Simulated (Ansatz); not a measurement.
# CH5B2FSSi: small, medium and large basis sets

How large a basis does CH5B2FSSi need? Two functionals are run in growing sets.

The runs use Ansatz 0.2.0, Gaussian basis; one geometry, several basis sets.

The runs, in order: PBE0-D4/def2-SVP; ωB97M-V/def2-SVP; PBE0-D4/def2-QZVPP; ωB97M-V/def2-QZVPP; the functionals' def2-TZVPP values are taken from earlier runs.

### Step 1. The relaxed structure

All runs share one geometry, relaxed beforehand with PBE0-D4 in a triple-zeta def2 set.

11 atoms, charge 0, spin multiplicity 1.

Atoms are counted from 1 here; the program's logs count them from 0.

Bond lengths: F1–B2 1.327 Å, B2–Si3 2.025 Å, B2–S6 1.798 Å, Si3–B4 2.013 Å, Si3–H7 1.492 Å, Si3–H8 1.492 Å, B4–C5 1.564 Å, B4–H9 1.196 Å, C5–S6 1.827 Å, C5–H10 1.098 Å, C5–H11 1.097 Å. Angles: F1–B2–Si3 129.1°, F1–B2–S6 117.8°, Si3–B2–S6 113.1°, B2–Si3–B4 94.2°, B2–Si3–H7 114.0°, B2–Si3–H8 114.0°, B4–Si3–H7 113.1°, B4–Si3–H8 113.1°, H7–Si3–H8 108.1°, Si3–B4–C5 112.7°, Si3–B4–H9 129.9°, C5–B4–H9 117.4°, B4–C5–S6 117.5°, B4–C5–H10 109.0°, B4–C5–H11 109.3°, S6–C5–H10 107.9°, S6–C5–H11 107.9°, H10–C5–H11 104.5° and more.

Coordinates:

```xyz
11
CH5B2FSSi
F    -0.0080    1.4345    2.6896
B    -0.0108    0.8691    1.4888
Si    0.1830   -1.0859    0.9964
B     0.0338   -0.7560   -0.9834
C    -0.1537    0.7571   -1.3311
S    -0.2122    1.9409    0.0588
H     1.4907   -1.6846    1.3936
H    -0.9061   -1.9556    1.5290
H     0.0685   -1.5306   -1.8945
H     0.6518    1.0715   -2.0073
H    -1.0715    0.8828   -1.9192
```

### Step 2. PBE0-D4 in def2-SVP

Contents of in.yaml:

```yaml
crystal:
  periodic: [false, false, false]
  atoms:
    - {symbol: F, position_ang: [-0.007983, 1.434453, 2.689555]}
    - {symbol: B, position_ang: [-0.010792, 0.869069, 1.488761]}
    - {symbol: Si, position_ang: [0.182997, -1.085908, 0.996370]}
    - {symbol: B, position_ang: [0.033790, -0.756041, -0.983435]}
    - {symbol: C, position_ang: [-0.153652, 0.757150, -1.331132]}
    - {symbol: S, position_ang: [-0.212240, 1.940873, 0.058845]}
    - {symbol: H, position_ang: [1.490657, -1.684649, 1.393588]}
    - {symbol: H, position_ang: [-0.906061, -1.955628, 1.528972]}
    - {symbol: H, position_ang: [0.068540, -1.530577, -1.894543]}
    - {symbol: H, position_ang: [0.651763, 1.071545, -2.007278]}
    - {symbol: H, position_ang: [-1.071518, 0.882815, -1.919204]}
basis:
  gaussian: {orbitals: def2-SVP}
hamiltonian: {xc: pbe0, dispersion: d4}
output: {orbitals: {seedname: orbitals}}
```

After this run come: ωB97M-V in def2-SVP; PBE0-D4 in def2-QZVPP; ωB97M-V in def2-QZVPP.

**Question.** What will the summary of the whole plan be? Wanted: PBE0-D4: double and triple zeta above quadruple; ωB97M-V: double and triple zeta above quadruple.

The runs gave:

| quantity | value |
| --- | --- |
| PBE0-D4: double and triple zeta above quadruple | 13.24, 0.86 eV |
| ωB97M-V: double and triple zeta above quadruple | 13.36, 0.81 eV |

For PBE0-D4 the step from double to triple zeta gains 12.37 eV and the next only 0.86 eV. These are total energies; as a rule much of such shifts cancels in differences, which this series doesn't test.
